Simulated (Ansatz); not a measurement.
# C2H4BClO: the cost of one run

Computed with Ansatz 0.2.0 through its Python package. The levels of theory stand in the script.

**1. The system**

Bond lengths: O1–B2 1.398 Å, B2–C3 1.588 Å, B2–C4 1.645 Å, C3–C4 1.459 Å, C4–Cl5 1.720 Å, O1–H6 1.021 Å, C3–H7 1.091 Å, C3–H8 1.172 Å, C4–H9 1.180 Å. Angles (14 of 16 angles, heavy atoms first): O1–B2–C3 151.2°, O1–B2–C4 155.1°, C3–B2–C4 53.6°, B2–C3–C4 65.2°, B2–C4–C3 61.2°, B2–C4–Cl5 113.1°, C3–C4–Cl5 119.2°, B2–O1–H6 108.1°, B2–C3–H7 116.4°, B2–C3–H8 113.5°, C4–C3–H7 118.3°, C4–C3–H8 112.1°, B2–C4–H9 110.9°, C3–C4–H9 116.4°.

No structure file is read: the coordinates are typed or built in the script.

**2. Script**

Input file methods.py:

```python
from pathlib import Path

import ansatz as az
import numpy as np

geometry_ang = [
    ("O", (-1.5645, 0.7968, -1.2202)),
    ("B", (-0.6192, 0.1809, -0.3955)),
    ("C", (0.5312, -0.8858, -0.1528)),
    ("C", (0.2432, -0.0257, 0.9905)),
    ("Cl", (1.2934, 1.2922, 1.3339)),
    ("H", (-1.1311, 1.6222, -1.6376)),
    ("H", (0.2209, -1.9311, -0.1054)),
    ("H", (1.5447, -0.6054, -0.6701)),
    ("H", (-0.4302, -0.4904, 1.8401)),
]
c2h4bclo = az.Crystal.molecule()
for symbol, xyz in geometry_ang:
    c2h4bclo = c2h4bclo.atom(symbol, xyz)

calc = c2h4bclo.calculation().basis(gaussian="def2-SVP")

print("functional    E (Ha)        dipole (D)   HOMO (eV)  LUMO (eV)")
for name in ["lda", "hf", "blyp", "pbe0", "revpbe", "r2scan0"]:
    r = calc.functional(name).forces().orbitals().run(threads=1, backend="cpu", runs_dir="runs").report
    lines = Path(r["orbitals_path"]).read_text().splitlines()
    field_of = lambda key: [line.split("=")[1].strip() for line in lines if line.startswith(key)]
    orbitals = [(27.211386 * float(e), s, float(n)) for e, s, n in zip(field_of("Ene="), field_of("Spin="), field_of("Occup="))]
    homo = max(e for e, _, n in orbitals if n > 0.5)
    lumo = min(e for e, _, n in orbitals if n < 0.5)
    dipole = 4.803205 * np.linalg.norm(r["charge_distribution"]["dipole_moment_e_ang"])
    print(f"{name:10s} {r['free_energy_ev'] / 27.211386246:14.6f} {dipole:9.3f} {homo:11.3f} {lumo:10.3f}")
```

**3. The calls as engine input**

The package turns the script's settings into the engine's input (first run):

```yaml
crystal:
  periodic: [false, false, false]
  atoms:
    - { symbol: O, position_ang: [-1.5645, 0.7968, -1.2202] }
    - { symbol: B, position_ang: [-0.6192, 0.1809, -0.3955] }
    - { symbol: C, position_ang: [0.5312, -0.8858, -0.1528] }
    - { symbol: C, position_ang: [0.2432, -0.0257, 0.9905] }
    - { symbol: Cl, position_ang: [1.2934, 1.2922, 1.3339] }
    - { symbol: H, position_ang: [-1.1311, 1.6222, -1.6376] }
    - { symbol: H, position_ang: [0.2209, -1.9311, -0.1054] }
    - { symbol: H, position_ang: [1.5447, -0.6054, -0.6701] }
    - { symbol: H, position_ang: [-0.4302, -0.4904, 1.8401] }
basis:
  gaussian:
    orbitals: def2-SVP
hamiltonian:
  xc: lda
output:
  orbitals: {}
  forces: true
```

**4. Running it**

Run with:

```
$ python methods.py
```

**Question.** How long does this script take on 1 thread of Arm Neoverse V1, shared host, and how much memory does it need?

About 22 s, with a peak of 0.27 GiB.
